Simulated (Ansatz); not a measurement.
# C3H6ClNSi: the cost of one run

Computed with Ansatz 0.2.0, Gaussian basis. Level: functionals in def2-TZVPP, the program's frozen cores in correlated methods.

Plan: PBE-D4, r2SCAN-D4, PBE0-D4, B3LYP-D4, ωB97X-V, ωB97M-V, B2PLYP; CCSD(T)/def2-TZVPP; MP2/def2-QZVPP; extrapolation to the limit.

### 1 The geometry

The geometry comes from an earlier relaxation with PBE0-D4 in a triple-zeta def2 set; it is a stationary point, not always the lowest conformer.

SMILES `C[Si]1(Cl)CC1=N`, 12 atoms, charge 0, spin multiplicity 1.

Atoms are counted from 1 here; the program's logs count them from 0.

Bond lengths: C1–Si2 1.851 Å, C1–H7 1.092 Å, C1–H8 1.092 Å, C1–H9 1.092 Å, Si2–Cl3 2.049 Å, Si2–C4 1.855 Å, Si2–C5 1.839 Å, C4–C5 1.525 Å, C4–H10 1.090 Å, C4–H11 1.091 Å, C5–N6 1.256 Å, N6–H12 1.022 Å. Angles: Si2–C1–H7 109.6°, Si2–C1–H8 110.3°, Si2–C1–H9 110.8°, H7–C1–H8 108.9°, H7–C1–H9 108.8°, H8–C1–H9 108.5°, C1–Si2–Cl3 111.5°, C1–Si2–C4 122.0°, C1–Si2–C5 124.1°, Cl3–Si2–C4 117.9°, Cl3–Si2–C5 119.2°, C4–Si2–C5 48.7°, Si2–C4–C5 65.1°, Si2–C4–H10 120.9°, Si2–C4–H11 120.1°, C5–C4–H10 114.4°, C5–C4–H11 116.1°, H10–C4–H11 112.1° and more.

### 2 PBE-D4 (GGA)

File in.yaml:

```yaml
crystal:
  periodic: [false, false, false]
  atoms:
    - {symbol: C, position_ang: [0.143214, -1.913840, -0.361788]}
    - {symbol: Si, position_ang: [0.515595, -0.254296, 0.369730]}
    - {symbol: Cl, position_ang: [2.229963, -0.297186, 1.490806]}
    - {symbol: C, position_ang: [-0.828960, 0.917202, 0.881592]}
    - {symbol: C, position_ang: [-0.044137, 1.340817, -0.354849]}
    - {symbol: N, position_ang: [-0.132332, 2.352719, -1.094254]}
    - {symbol: H, position_ang: [-0.773053, -1.855592, -0.953328]}
    - {symbol: H, position_ang: [0.005993, -2.653964, 0.429905]}
    - {symbol: H, position_ang: [0.958308, -2.245351, -1.007645]}
    - {symbol: H, position_ang: [-0.701367, 1.572992, 1.742366]}
    - {symbol: H, position_ang: [-1.874816, 0.653808, 0.718617]}
    - {symbol: H, position_ang: [0.578791, 2.327492, -1.827151]}
basis:
  gaussian: {orbitals: def2-TZVPP}
hamiltonian: {xc: pbe, dispersion: d4}
output: {forces: true, orbitals: {seedname: orbitals}}
```

Launch:

```sh
$ ansatz run in.yaml --threads 4 --pin off --events-out ev --progress --plain --max-ram 10444MiB
```

What time and memory should one allow on 4 threads of Arm Neoverse V1, shared host?

About 3.7 s, with a peak of 0.45 GiB.
